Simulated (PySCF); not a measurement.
# WO2(NH2)2 (H₄N₂O₂W): fields and orbitals

For WO2(NH2)2 (H₄N₂O₂W), the scripts below analyse its density (charges, bond critical points, surface potential) and see where an electron leaves and enters.

Method: levels as typed in each script, gas phase, geometry from GFN2-xTB; program: PySCF 2.14.0.

### 1 The starting structure

9 atoms, charge 0, spin multiplicity 1.

Bond lengths: W1–O2 1.690 Å, W1–O3 1.690 Å, W1–N4 2.002 Å, W1–N7 2.002 Å, N4–H5 1.026 Å, N4–H6 1.027 Å, N7–H8 1.026 Å, N7–H9 1.027 Å. Angles: O2–W1–O3 118.2°, O2–W1–N4 107.4°, O2–W1–N7 107.4°, O3–W1–N4 107.4°, O3–W1–N7 107.4°, N4–W1–N7 108.9°, W1–N4–H5 125.5°, W1–N4–H6 125.4°, H5–N4–H6 106.4°, W1–N7–H8 125.5°, W1–N7–H9 125.4°, H8–N7–H9 106.4°.

Coordinates:

```csv
atom,x (Å),y (Å),z (Å)
W1,0.00000,0.07365,-0.00001
O2,-0.00120,0.94268,-1.44972
O3,0.00120,0.94191,1.45034
N4,1.62851,-1.09112,-0.00084
H5,2.20222,-1.31298,0.81978
H6,2.20086,-1.31255,-0.82399
N7,-1.62853,-1.09112,0.00039
H8,-2.20224,-1.31254,-0.82035
H9,-2.20088,-1.31297,0.82342
```

### 2 Density, bond paths and surface potential (B3LYP/def2-svpd)

File input.py:

```python
import numpy as np
from pyscf import gto, scf, dft
from pyscf.scf import atom_ks, atom_hf
from scipy.linalg import block_diag

def solve(mol, dm0=None, hcore=None):
    mf = (dft.UKS if mol.spin else dft.RKS)(mol, xc='b3lyp')
    mf.grids.level = 3
    mf = mf.density_fit(auxbasis='def2-universal-jkfit')
    mf.conv_tol, mf.max_cycle = 1e-8, 80
    if hcore is not None:
        mf.get_hcore = lambda *args: hcore
    mf.kernel(dm0)
    if not mf.converged:
        mf = mf.newton().run(mf.mo_coeff, mf.mo_occ, max_cycle=30)
    assert mf.converged, 'SCF not converged'
    return mf

mol = gto.M(atom='''
W      0.00000     0.07365    -0.00001
O     -0.00120     0.94268    -1.44972
O      0.00120     0.94191     1.45034
N      1.62851    -1.09112    -0.00084
H      2.20222    -1.31298     0.81978
H      2.20086    -1.31255    -0.82399
N     -1.62853    -1.09112     0.00039
H     -2.20224    -1.31254    -0.82035
H     -2.20088    -1.31297     0.82342
''', basis='def2-svpd', ecp={'W': 'def2-svpd'}, charge=0, spin=0, verbose=4)
mf = solve(mol)
mf.analyze()
# spherically averaged free atoms, for the promolecule
atom_ks.AtomSphAverageRKS.init_guess_by_vsap = lambda self, mol=None: self.init_guess_by_minao(mol)  # core potentials
atm = atom_ks.get_atm_nrks(mol, xc='b3lyp')
pro = block_diag(*[(atm[a[0]][2] * atm[a[0]][3]) @ atm[a[0]][2].T for a in mol._atom])
np.savez('result.npz', e=mf.e_tot, c=mf.mo_coeff, occ=mf.mo_occ, eps=mf.mo_energy, pro=pro, dip=mf.dip_moment(verbose=0), s2=mf.spin_square()[0])
```

On the command line:

```bash
$ OMP_NUM_THREADS=1 python input.py
```

### 4 Removing and adding an electron (PBE0/def2-svpd)

Edit input.py of step 2 so:

```diff
@@ -6,3 +6,3 @@
 def solve(mol, dm0=None, hcore=None):
-    mf = (dft.UKS if mol.spin else dft.RKS)(mol, xc='b3lyp')
+    mf = (dft.UKS if mol.spin else dft.RKS)(mol, xc='pbe0')
     mf.grids.level = 3
@@ -30,7 +30,16 @@
 mf = solve(mol)
-mf.analyze()
+out = dict(e0=mf.e_tot, dm0=mf.make_rdm1(), c=mf.mo_coeff, occ=mf.mo_occ, eps=mf.mo_energy)
+for name, dq, spin in [('cation', 1, 1), ('anion', -1, 1)]:
+    ion = mol.copy().set(charge=mol.charge + dq, spin=spin).build()
+    mi = solve(ion)
+    if spin and dq > 0 and mol.nao < 130:
+        c, _, stable, _ = mi.stability(return_status=True)
+        if not stable:
+            mi = solve(ion, mi.make_rdm1(c, mi.mo_occ))
+    print(name, 'vertical energy change / eV', (mi.e_tot - mf.e_tot) * 27.211386)
+    out.update({'e_' + name: mi.e_tot, 'dm_' + name: mi.make_rdm1(), 's2_' + name: mi.spin_square()[0], 'eps_' + name: mi.mo_energy, 'occ_' + name: mi.mo_occ})
 # spherically averaged free atoms, for the promolecule
 atom_ks.AtomSphAverageRKS.init_guess_by_vsap = lambda self, mol=None: self.init_guess_by_minao(mol)  # core potentials
-atm = atom_ks.get_atm_nrks(mol, xc='b3lyp')
+atm = atom_ks.get_atm_nrks(mol, xc='pbe0')
 pro = block_diag(*[(atm[a[0]][2] * atm[a[0]][3]) @ atm[a[0]][2].T for a in mol._atom])
-np.savez('result.npz', e=mf.e_tot, c=mf.mo_coeff, occ=mf.mo_occ, eps=mf.mo_energy, pro=pro, dip=mf.dip_moment(verbose=0), s2=mf.spin_square()[0])
+np.savez('result.npz', pro=pro, **out)
```

(Steps that only read results are left out.)

What does the calculation give? Wanted: dipole moment; HOMO, LUMO; vertical ionisation energy.

As calculated:

```
                                   quantity            value
            dipole moment (B3LYP/def2-svpd)           3.59 D
               HOMO, LUMO (B3LYP/def2-svpd)  -7.52, -1.63 eV
vertical ionisation energy (PBE0/def2-svpd)          9.63 eV
```

What this shows: At B3LYP/def2-svpd: The highest Hirshfeld charge is on W1 (+0.90 e), the lowest on O2 and O3 (−0.38 e). The ionisation energy from two SCF runs, 9.63 eV, lies 1.9 eV above −ε(HOMO) = 7.74 eV of the same level, PBE0/def2-svpd, since self-interaction lifts this functional's HOMO. The geometry was not optimised at these levels.
